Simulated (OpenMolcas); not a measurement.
# Eu³⁺ among point charges: CASSCF levels and susceptibility

How does a field of 12 point charges split the states of Eu³⁺, and what χT follows?

Method: state-averaged CASSCF, spin-orbit coupling by RASSI with atomic mean-field integrals. Code: OpenMolcas 26.06.

## 1. Starting point

```
Species                           : Eu³⁺ (europium, Z = 63, 60 electrons)
Basis                             : ANO-RCC-VTZP [8s7p5d3f2g1h], 104 functions
Scalar Hamiltonian                : DKH2, point nucleus
Inactive shells                   : 1s 2s 2p 3s 3p 3d 4s 4p 4d 5s 5p
Active space                      : 6 electrons in 7 orbitals (4f)
Some configurations of this space : 4f⁶
Orbitals                          : optimised for the highest spin of each parity, averaged over all roots
```

The outer shells:

4f6
```
4f [↑ ][↑ ][↑ ][↑ ][↑ ][↑ ][  ]
```

The ion sits among 12 point charges of -2 e arranged as a cuboctahedron (Oh), 2.97 Å from the ion.

Each step is its own input file, run in one work folder so that later steps find the files of earlier ones. Labels, J, g values, rates, χT and fits are worked out afterwards by a script from the matrices that RASSI stores. The input lists half of the charges; inversion (Group=XYZ) makes the rest.

## 2. Basis and integrals

Input file a.inp:

```
&GATEWAY
Coord
1

Eu 0.0 0.0 0.0
Basis=ANO-RCC-VTZP
Group=XYZ
NoMove
AngMom=0.0 0.0 0.0
AMFI
XField
6 Angstrom 0
2.100107 2.100107 0.000000 -2.000000
2.100107 -2.100107 0.000000 -2.000000
0.000000 2.100107 2.100107 -2.000000
0.000000 2.100107 -2.100107 -2.000000
2.100107 0.000000 2.100107 -2.000000
2.100107 0.000000 -2.100107 -2.000000
&SEWARD
```

Command:

```console
OMP_NUM_THREADS=1 MOLCAS_MEM=2252 MOLCAS_PROJECT=a pymolcas a.inp > a.log
```

What it wrote:

```text
Basis set label: EU.ANO-RCC...8S7P5D3F2G1H.

      Electronic valence basis set:
      ------------------
      Associated Effective Charge  63.000000 au
      Associated Actual Charge     63.000000 au
      Nuclear Model: Point charge

      Shell  nPrim  nBasis  Cartesian Spherical Contaminant
         s      25       8        X
         p      22       7        X
         d      15       5                 X
         f      11       3                 X
         g       4       2                 X
         h       2       1                 X
                  Relativistic Douglas-Kroll-Hess integrals:
                    - DKH order of Hamiltonian: 2
                    - DKH order of Properties : 0
                  Atomic mean-field integrals
```

## 3. CASSCF: septets of even parity, 7 roots

Input file a.inp:

```
&RASSCF
FileOrb=start.orb
Symmetry=1
Spin=7
nActEl=6 0 0
Inactive=15 12
Ras2=0 7
CIRoot=7 7 1
SDav=7
CIMx=300
Iter=120 100
PrWF=0.3
OrbListing=Nothing
MaxOrb=0
>>> COPY $Project.JobIph JOB001
```

start.orb holds the contracted functions of the basis, ordered by shell, or the orbitals of the step before.

What it wrote:

```text
Wave function specifications:
      -----------------------------

      Number of closed shell electrons          54
      Number of electrons in active shells       6
      Max number of holes in RAS1 space          0
      Max nr of electrons in RAS3 space          0
      Number of inactive orbitals               27
      Number of active orbitals                  7
      Number of secondary orbitals              70
      Spin quantum number                      3.0
      State symmetry                             1
Orbital specifications:
      -----------------------

      Symmetry species                           1   2
                                                ag  au
      Frozen orbitals                            0   0
      Inactive orbitals                         15  12
      Active orbitals                            0   7
      RAS1 orbitals                              0   0
      RAS2 orbitals                              0   7
      RAS3 orbitals                              0   0
      Secondary orbitals                        36  34
      Deleted orbitals                           0   0
      Number of basis functions                 51  53
      Number of CSFs                             7
      Number of root(s) required                 7
      Iter CI   SX   CI       RASSCF       Energy    max ROT     max BLB   max BLB  Level Ln srch  Step   QN
          iter iter root      energy       change     param      element    value   shift minimum  type update
 Nr of preliminary CI iterations:   1
      Total energies have been shifted. Add               -10000.00 au
        1   1   12    0  -846.19632512    0.00E+00   8.62E-02   10  23 2 -2.96E-01*  0.00   0.00    SX    NO
        2   1   14    0  -846.29126620   -9.49E-02* -7.44E-02   15  18 1  1.78E-01*  0.29   0.00    SX    NO
        3   1   14    0  -846.32384927   -3.26E-02*  6.19E-02    8  24 2  1.31E-01*  0.00   0.00    SX    NO
        4   1   14    0  -846.33246557   -8.62E-03*  5.62E-02   15  18 1  1.12E-01*  0.23   0.00    SX    NO
        5   1   14    0  -846.34269692   -1.02E-02*  2.20E-02   15  18 1 -8.92E-02*  0.00   0.55    LS   YES
        6   1   13    0  -846.36244889   -1.98E-02* -3.38E-03    8  24 2  1.25E-02*  0.08   1.14    QN   YES
        7   1   10    0  -846.36273631   -2.87E-04*  1.44E-03   16  22 2 -4.17E-04*  0.09   1.00    QN   YES
        8   1    9    0  -846.36273614    1.66E-07* -1.19E-03   16  22 2  4.95E-04*  0.09   0.49    SX   YES
        9   1    8    0  -846.36273746   -1.31E-06* -4.11E-04   16  22 2 -2.63E-04*  0.09   0.66    QN   YES
       10   1    7    0  -846.36273794   -4.77E-07* -1.20E-05   16  39 2 -1.40E-05   0.09   1.00    QN   YES
       11   1    6    0  -846.36273794   -6.28E-10  -3.49E-06   16  39 2  5.75E-06   0.09   0.73    QN   YES
      Convergence after 11 iterations
       12   1    6    0  -846.36273794   -9.82E-11  -3.49E-06   11  21 2  1.41E-07   0.09   0.73    QN   YES
      Natural orbitals and occupation numbers for root  1
      sym 2:   1.000000   1.000000   1.000000   1.000000   1.000000   0.000000   1.000000
      Natural orbitals and occupation numbers for root  2
      sym 2:   1.000000   1.000000   0.000000   1.000000   1.000000   1.000000   1.000000
      Natural orbitals and occupation numbers for root  3
      sym 2:   1.000000   1.000000   1.000000   1.000000   1.000000   1.000000   0.000000
::    RASSCF root number  1 Total energy: -10846.36296437
::    RASSCF root number  2 Total energy: -10846.36296437
::    RASSCF root number  3 Total energy: -10846.36296437
::    RASSCF root number  4 Total energy: -10846.36295848
::    RASSCF root number  5 Total energy: -10846.36243799
::    RASSCF root number  6 Total energy: -10846.36243799
::    RASSCF root number  7 Total energy: -10846.36243799
```

## 4. Reference wave functions, quintets of even parity, 140 roots

Input file a.inp:

```
&RASSCF
FileOrb=start.orb
Symmetry=1
Spin=5
nActEl=6 0 0
Inactive=15 12
Ras2=0 7
CIRoot=140 140 1
SDav=140
CIMx=300
Iter=120 100
PrWF=0.3
OrbListing=Nothing
MaxOrb=0
CIOnly
>>> COPY $Project.JobIph JOB002
```

Command:

```console
OMP_NUM_THREADS=1 MOLCAS_MEM=2252 MOLCAS_PROJECT=a pymolcas a.inp > a.log
```

What it wrote:

```text
Wave function specifications:
      -----------------------------

      Number of closed shell electrons          54
      Number of electrons in active shells       6
      Max number of holes in RAS1 space          0
      Max nr of electrons in RAS3 space          0
      Number of inactive orbitals               27
      Number of active orbitals                  7
      Number of secondary orbitals              70
      Spin quantum number                      2.0
      State symmetry                             1
Orbital specifications:
      -----------------------

      Symmetry species                           1   2
                                                ag  au
      Frozen orbitals                            0   0
      Inactive orbitals                         15  12
      Active orbitals                            0   7
      RAS1 orbitals                              0   0
      RAS2 orbitals                              0   7
      RAS3 orbitals                              0   0
      Secondary orbitals                        36  34
      Deleted orbitals                           0   0
      Number of basis functions                 51  53
      Number of CSFs                           140
      Number of root(s) required               140
      Iter CI   SX   CI       RASSCF       Energy    max ROT     max BLB   max BLB  Level Ln srch  Step   QN
          iter iter root      energy       change     param      element    value   shift minimum  type update
 Nr of preliminary CI iterations:   1
        1   1    0    0-10846.13970429    0.00E+00   0.00E+00   16  32 2 -1.78E-02*  0.00   0.00    SX    NO
      Natural orbitals and occupation numbers for root  1
      sym 2:   0.950826   0.950613   0.814842   0.837436   0.808716   0.815261   0.822306
      Natural orbitals and occupation numbers for root  2
      sym 2:   0.776895   0.777537   0.915359   0.925613   0.908804   0.873486   0.822306
      Natural orbitals and occupation numbers for root  3
      sym 2:   0.780192   0.907156   0.907236   0.926952   0.812513   0.780260   0.885691
::    RASSCF root number  1 Total energy: -10846.25234715
::    RASSCF root number  2 Total energy: -10846.25234715
::    RASSCF root number  3 Total energy: -10846.25226400
::    RASSCF root number  4 Total energy: -10846.25226400
::    RASSCF root number  5 Total energy: -10846.25226400
::    RASSCF root number  6 Total energy: -10846.23669321
::    RASSCF root number  7 Total energy: -10846.23665111
::    RASSCF root number  8 Total energy: -10846.23665111
::    RASSCF root number  9 Total energy: -10846.23665111
::    RASSCF root number 10 Total energy: -10846.23662086
::    RASSCF root number 11 Total energy: -10846.23662086
::    RASSCF root number 12 Total energy: -10846.23646684
::    RASSCF root number 13 Total energy: -10846.23646684
::    RASSCF root number 14 Total energy: -10846.23646684
::    RASSCF root number 15 Total energy: -10846.23620441
::    RASSCF root number 16 Total energy: -10846.23620441
::    RASSCF root number 17 Total energy: -10846.23620441
::    RASSCF root number 18 Total energy: -10846.23614225
::    RASSCF root number 19 Total energy: -10846.23614225
::    RASSCF root number 20 Total energy: -10846.23610570
::    RASSCF root number 21 Total energy: -10846.23610570
::    RASSCF root number 22 Total energy: -10846.23610570
::    RASSCF root number 23 Total energy: -10846.23073447
::    RASSCF root number 24 Total energy: -10846.23073447
::    RASSCF root number 25 Total energy: -10846.23073447
::    RASSCF root number 26 Total energy: -10846.23052561
::    RASSCF root number 27 Total energy: -10846.23051985
::    RASSCF root number 28 Total energy: -10846.23051985
::    RASSCF root number 29 Total energy: -10846.23051985
::    RASSCF root number 30 Total energy: -10846.23051330
```

CIOnly: the orbitals of an earlier block are kept, and only the CI is solved.

## 5. Reference wave functions, triplets of even parity, 162 roots

Input file a.inp:

```
&RASSCF
FileOrb=start.orb
Symmetry=1
Spin=3
nActEl=6 0 0
Inactive=15 12
Ras2=0 7
CIRoot=162 162 1
SDav=588
CIMx=300
Iter=120 100
PrWF=0.3
OrbListing=Nothing
MaxOrb=0
CIOnly
>>> COPY $Project.JobIph JOB003
```

Command:

```console
OMP_NUM_THREADS=1 MOLCAS_MEM=2252 MOLCAS_PROJECT=a pymolcas a.inp > a.log
```

What it wrote:

```text
Wave function specifications:
      -----------------------------

      Number of closed shell electrons          54
      Number of electrons in active shells       6
      Max number of holes in RAS1 space          0
      Max nr of electrons in RAS3 space          0
      Number of inactive orbitals               27
      Number of active orbitals                  7
      Number of secondary orbitals              70
      Spin quantum number                      1.0
      State symmetry                             1
Orbital specifications:
      -----------------------

      Symmetry species                           1   2
                                                ag  au
      Frozen orbitals                            0   0
      Inactive orbitals                         15  12
      Active orbitals                            0   7
      RAS1 orbitals                              0   0
      RAS2 orbitals                              0   7
      RAS3 orbitals                              0   0
      Secondary orbitals                        36  34
      Deleted orbitals                           0   0
      Number of basis functions                 51  53
      Number of CSFs                           588
      Number of root(s) required               162
      Iter CI   SX   CI       RASSCF       Energy    max ROT     max BLB   max BLB  Level Ln srch  Step   QN
          iter iter root      energy       change     param      element    value   shift minimum  type update
 Nr of preliminary CI iterations:   1
        1   1    0    0-10846.13217099    0.00E+00   0.00E+00   16  32 2 -1.91E-02*  0.00   0.00    SX    NO
      Natural orbitals and occupation numbers for root  1
      sym 2:   0.870536   0.873578   0.840296   0.863012   0.870650   0.842272   0.839656
      Natural orbitals and occupation numbers for root  2
      sym 2:   0.846113   0.868264   0.865586   0.875126   0.868028   0.841012   0.835871
      Natural orbitals and occupation numbers for root  3
      sym 2:   0.835914   0.875125   0.867996   0.868307   0.865559   0.840876   0.846224
::    RASSCF root number  1 Total energy: -10846.15901622
::    RASSCF root number  2 Total energy: -10846.15901622
::    RASSCF root number  3 Total energy: -10846.15901622
::    RASSCF root number  4 Total energy: -10846.15370952
::    RASSCF root number  5 Total energy: -10846.15370952
::    RASSCF root number  6 Total energy: -10846.15370952
::    RASSCF root number  7 Total energy: -10846.15370802
::    RASSCF root number  8 Total energy: -10846.15370802
::    RASSCF root number  9 Total energy: -10846.15370802
::    RASSCF root number 10 Total energy: -10846.15369906
::    RASSCF root number 11 Total energy: -10846.15369906
::    RASSCF root number 12 Total energy: -10846.15354426
::    RASSCF root number 13 Total energy: -10846.15354426
::    RASSCF root number 14 Total energy: -10846.15354426
::    RASSCF root number 15 Total energy: -10846.15346572
::    RASSCF root number 16 Total energy: -10846.15346572
::    RASSCF root number 17 Total energy: -10846.15346572
::    RASSCF root number 18 Total energy: -10846.15343002
::    RASSCF root number 19 Total energy: -10846.15343001
::    RASSCF root number 20 Total energy: -10846.15341005
::    RASSCF root number 21 Total energy: -10846.15341005
::    RASSCF root number 22 Total energy: -10846.15341005
::    RASSCF root number 23 Total energy: -10846.15339438
::    RASSCF root number 24 Total energy: -10846.15339438
::    RASSCF root number 25 Total energy: -10846.15339438
::    RASSCF root number 26 Total energy: -10846.15337331
::    RASSCF root number 27 Total energy: -10846.14937953
::    RASSCF root number 28 Total energy: -10846.14937953
::    RASSCF root number 29 Total energy: -10846.14937953
::    RASSCF root number 30 Total energy: -10846.14937034
```

CIOnly: the orbitals of an earlier block are kept, and only the CI is solved.

[end of part 1 of 2]
